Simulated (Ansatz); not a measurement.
# VB4Os (P-6m2) in Ansatz: reference runs

How does VB4Os come out in PBE? The cell is run as given and disturbed.

Program: Ansatz 0.2.0. These are calculated values, not measurements. Logs are shortened: lines on timing, memory, paths and dates and some standing lists are left out, and cuts for length are marked.

### Step 1. Starting point

The structure is hexagonal, space group P-6m2 (No. 187). Conventional cell: a = 2.877 Å, b = 2.877 Å, c = 7.454 Å, α = 90.00°, β = 90.00°, γ = 120.00°. Around Os (site symmetry -6m2) lie 8 B at 2.21 to 2.28 Å. V (site symmetry -6m2) has 8 B at 2.17 to 2.25 Å as nearest neighbours. Around B (site symmetry 3m) lie 3 B at 1.78 Å. B (site symmetry 3m) is surrounded by 3 B at 1.78 Å.

The cell comes from a database or a generator and needn't be the stable form of this composition.

### Step 2. Single point, PBE, collinear spin, ferromagnetic start

File input.yaml:

```yaml
crystal:
  lattice:
    - [2.8774873876, 0.0, 0.0]
    - [-1.4387436938, 2.4919771768, 0.0]
    - [0.0, 0.0, 7.453705]
  atoms:
    - { symbol: Os, position: [0.3333333333, 0.6666666667, 0.5], spin: 1.0 }
    - { symbol: V, position: [0.0, 0.0, 0.0], spin: 2.0 }
    - { symbol: B, position: [0.0, 0.0, 0.290516] }
    - { symbol: B, position: [0.3333333333, 0.6666666667, 0.203077] }
    - { symbol: B, position: [0.3333333333, 0.6666666667, 0.796923] }
    - { symbol: B, position: [0.0, 0.0, 0.709484] }
hamiltonian:
  xc: pbe
  pseudopotentials: { kind: paw }
magnetization:
  spin_polarized: true
kpoints:
  mp_grid: { grid: [11, 11, 4] }
scf:
  occupations: { method: fermi_dirac, width: 0.05 }
output:
  forces: true
  stress: true
  eigenvalues: true
```

Potentials or basis: Ansatz PAW.

On the command line:

```sh
$ ansatz run input.yaml --threads 2 --pin off --max-ram 5120MiB --backend cpu --events-out ev --progress --plain --runs-dir out
```

The program printed:

```text
Warning: RAYON_NUM_THREADS=2 ignored (pool sized by the plan → 2); use --threads N
Engine: ansatz 0.2.0, aarch64-unknown-linux-gnu
Pseudopotentials: kind: paw
Pseudopotential: Os, paw, valence charge 16, recommended cutoff 420 eV (normal), Os.paw.azcp
Pseudopotential: V, paw, valence charge 13, recommended cutoff 420 eV (normal), V.paw.azcp
Pseudopotential: B, paw, valence charge 3, recommended cutoff 420 eV (normal), B.paw.azcp
Functional definition: PBE
  parameter kappa = 0.804
  parameter beta = 0.06672455060314922
  exchange = pbe_x(kappa = kappa, mu = beta*pi^2/3)
  correlation = pbe_c(beta = beta)
Crystal: 6 atoms, lattice volume = 53.448 Å³
Basis set: ecut = 420 eV, 1045 PW (Γ), exchange–correlation on 40×40×100 points (8 copies of the dense FFT grid, shifted against one another)
Bands: 28, of which v1, the nominal top of the filled ones, is band 21 counted from 1 (20 counted from 0)
Symmetry: 12 space group operations
Space group: P-6m2 (ITA 187), of the structure as read, at distance tolerance 3.8e-5 Å
Magnetic group: BNS 187.209 (UNI 1439), of the structure as read, at distance tolerance 3.8e-5 Å
k-points: 48 of 484 (time reversal used)
Non-local potential: Os, projectors of the file, l = 0: 3, l = 1: 2, l = 2: 2, l = 3: 1
Non-local potential: V, projectors of the file, l = 0: 3, l = 1: 2, l = 2: 3, l = 3: 1
Non-local potential: B, projectors of the file, l = 0: 2, l = 1: 2, l = 2: 1
PAW form: soft (Blöchl's): semilocal exchange-correlation on the pseudo side does not see the compensation charge
PAW one-centre angular grid: Os, 590 points (default); XC on 64 Gauss nodes
PAW one-centre angular grid: V, 590 points (default); XC on 64 Gauss nodes
PAW one-centre angular grid: B, 110 points (default); XC on 64 Gauss nodes
Initial density: superposition of atomic densities (chi_scale 0.1, normalization cell)
Starting moments: Σ|m| = 3 μB on 2 of 6 sites
Initial wavefunctions: pseudopotential atomic-orbital guess
Functional: x = pbe(κ = 0.804, μ = 0.2195149727645171), c = pbe(β = 0.06672455060314922)
SCF iter   1: F=—  HF=-14928.242640 eV  |F-HF|=—  |Δ(HF+E_count)|=         —  Δρ=1.25e-1 (↑1.25e-1 ↓5.99e-2)  dr2=2.13e1  dr2_m=2.36e0  M=0.275 μB ∫|m|=0.419 μB  β_m=0.30  ethr=3.10e-3  ⟨swp⟩=6.0  Hψ=10448  notcnv=0
Mixer restart at iter 1: flushing history
[... 15 lines left out ...]
WARN: the starting moments were not kept: the SCF closed with an absolute magnetisation of 2.5e-6 μB, where they sum to 3 μB in size (2 sites). That is at most 0.1 of that sum. Measured as dr2_m measures the in/out step, that magnetisation stands 9.4e-13 eV from none, at or under the dr2_threshold of 1.0e-7 eV: it is no larger than a step whose dr2_m would equal this threshold. The system may hold no moment; this SCF shows only that its start led to no more than that. To try another start: raise the starting moments (crystal.atoms[].spin, magnetization.per_species, magnetization.initial_magnetization, or on a non-collinear deck that types none of these the spinor_matrix: blocks that start its atoms; where the total moment is fixed, keep their sum and leave initial_magnetization as it is; typed ones take the place of any that the run laid by itself, positive ones on a crystal's lanthanoids without a Hubbard term where scf.initial_density.shell_occupations: [] is typed) or, if the notice of its spin-set hold's release reads "site moments contracting" or "site moments show no strong build", lengthen the hold (scf.mixing.spin_hold: { on: { confirm: 4 } }; for m-r²SCAN on two components see the key's manual first). Each may lead to a state that holds a moment. A second SCF, from the converged charge density, with the starting moments and any scf.initial_density.shell_occupations laid on it anew, would have followed, and was not run: the deck does not ask for one (magnetization.retry_lost_moments is false, the default). To let it run, set magnetization.retry_lost_moments: true and run the deck again, where that key's refused combinations let it; where memory then withholds it, that run's warning says so.
SCF converged after 12 iterations
Magnetization: 0.0000 μB (20.5000 up, 20.5000 down)
Absolute magnetization: 0.0000 μB (∫|ρ↑−ρ↓|, with the PAW one-centre terms)
Spin contamination: 0.0000 ħ² per cell (⟨S²⟩ above its minimum at these occupations)
Per-site moments (μB) at R_I (Å): [(9.112203378061694e-7, 0.9129352855074376), (-1.7785121533853782e-7, 0.89323598173425), (9.548652419064633e-8, 0.7361419105574807), (1.983865466058682e-7, 0.7361419105574807), (1.98386546593653e-7, 0.7361419105574809), (9.548652426159292e-8, 0.7361419105574809)]
Free energy (F): -14922.435425 eV
Harris-Foulkes:  -14922.435425 eV  (|F-HF|=2.14e-8)
Internal energy: -14922.420063 eV  (E = F + TS)
E sigma→0 (E₀):  -14922.427744 eV
Entropy (-TS):   -0.015362 eV (-2.560 meV/atom)
Fermi energy:    16.176651 eV
--- Per-component energies (eV) ---
  E_band       = -263.882738
  E_kinetic    = 1095.998148
  E_local      = -2374.387228  (includes V_loc(G=0)·N_el)
  E_nonlocal   = -3.825994
  E_hartree    = 1020.236069
  E_xc         = -527.944249
  E_vxc        = -605.099410  (∫ρ·V_xc dr)
  E_paw        = -10438.316629  (= ΣΔE_a)
  E_vpaw       = -417.037311  (= ΣTr[D̂ρ^β])
  E_aug_tail   = 0.000203  (compensation charges beyond the density's cutoff)
  E_ewald      = -3694.180383
  E_smearing   = -0.015362  (= −TS)
  E_closure    = 0.000000  (closes the sum)
  Σ components = -14922.435425   (vs F -14922.435425, Δ=0.00e0)
--- Forces (eV/Å), atoms counted from 1 ---
  atom   1  Os    -0.00000000     0.00000000    -0.00000000
  atom   2  V      0.00000000    -0.00000000     0.00000000
  atom   3  B     -0.00000000     0.00000000     0.08152606
  atom   4  B      0.00000000     0.00000000     0.01109931
  atom   5  B      0.00000000     0.00000000    -0.01109931
  atom   6  B      0.00000000     0.00000000    -0.08152606
  max |Σ_I F_I| component: 4.63e-17 eV/Å
--- Stress (GPa, compression-positive) ---
       -0.645896      -0.000000      -0.000000
       -0.000000      -0.645896       0.000000
       -0.000000       0.000000      -0.910440
  P = ⅓ Tr σ = -0.7341 GPa (-7.341 kbar)
--- Band table (eV; the first three rows and the last of 96) ---
  k-point 0 ↑: bands = ["-70.7164", "-47.5611", "-30.3089", "-29.8947", "-29.8947", "-21.4322", "-21.2408", "-21.2408", "2.3666", "4.2720", "7.0695", "10.2445", "12.7162", "12.7466", "12.7466", "13.9148", "13.9148", "14.0138", "15.9731", "15.9731", "16.9316", "16.9316", "18.5801", "18.5801", "20.5629", "20.5629", "21.0380", "21.2856"]
  k-point 1 ↑: bands = ["-70.7164", "-47.5611", "-30.3089", "-29.8946", "-29.8946", "-21.4322", "-21.2408", "-21.2408", "2.4889", "3.9523", "7.4680", "10.1527", "12.3831", "12.7397", "12.7397", "13.9354", "13.9354", "14.1830", "16.0502", "16.0502", "16.6942", "16.6942", "18.9238", "18.9238", "20.2936", "20.2936", "20.9225", "21.5029"]
  k-point 2 ↑: bands = ["-70.7164", "-47.5611", "-30.3089", "-29.8946", "-29.8946", "-21.4323", "-21.2408", "-21.2408", "2.6636", "3.6160", "7.8793", "10.0121", "12.1015", "12.7331", "12.7331", "13.9558", "13.9558", "14.3018", "16.2612", "16.2612", "16.3511", "16.3511", "19.5061", "19.5061", "19.7591", "19.7591", "20.8704", "21.6533"]
  k-point 47 ↓: bands = ["-70.6841", "-47.5032", "-30.2533", "-30.2335", "-30.1650", "-21.5226", "-21.4511", "-21.3616", "7.2638", "7.5643", "8.5724", "8.7983", "9.6385", "10.0438", "11.8657", "12.0298", "13.1830", "13.3892", "13.5265", "14.5379", "17.3537", "17.3687", "17.6104", "19.1105", "19.7103", "20.2698", "22.1165", "22.9008"]
```

Wall time 11 s (2 threads of Arm Neoverse V1, shared host); peak memory 0.4 GiB.

What came out:

```
Free energy            : -14922.4354 eV
Pressure               : -0.7 GPa
Largest force          : 0.082 eV/Å
Band gap on the k mesh : none (metal or under the smearing width)
Net moment             : 0.00 μB per cell
Absolute moment        : 0.00 μB per cell
```

Forces in eV/Å, atoms in the order of the input:
```
Os   0.000  0.000  0.000
V    0.000  0.000  0.000
B    0.000  0.000  0.082
B    0.000  0.000  0.011
B    0.000  0.000 -0.011
B    0.000  0.000 -0.082
```

Stress tensor (GPa, compression positive):
```
-0.65  0.00  0.00
 0.00 -0.65  0.00
 0.00  0.00 -0.91
```

Levels at points of the mesh, in eV from the Fermi level:
Spin up:
| k point | band 17 | band 18 | band 19 | band 20 | band 21 | band 22 | band 23 | band 24 | band 25 | band 26 |
| --- | --- | --- | --- | --- | --- | --- | --- | --- | --- | --- |
| (0.00, 0.00, 0.00) | -2.26 | -2.16 | -0.20 | -0.20 | 0.75 | 0.75 | 2.40 | 2.40 | 4.39 | 4.39 |
| (0.00, 0.00, -0.50) | -2.22 | -1.87 | 0.08 | 0.08 | 0.17 | 0.17 | 3.33 | 3.33 | 3.58 | 3.58 |
Spin down:
| k point | band 18 | band 19 | band 20 | band 21 | band 22 | band 23 | band 24 | band 25 |
| --- | --- | --- | --- | --- | --- | --- | --- | --- |
| (0.00, 0.00, 0.00) | -2.16 | -0.20 | -0.20 | 0.75 | 0.75 | 2.40 | 2.40 | 4.39 |
| (0.00, 0.00, -0.50) | -1.87 | 0.08 | 0.08 | 0.17 | 0.17 | 3.33 | 3.33 | 3.58 |

Caveat: the starting moments weren't kept. The run has no spin-orbit coupling, so splittings on Os are missing.

(Part 1 of 2 ends here.)
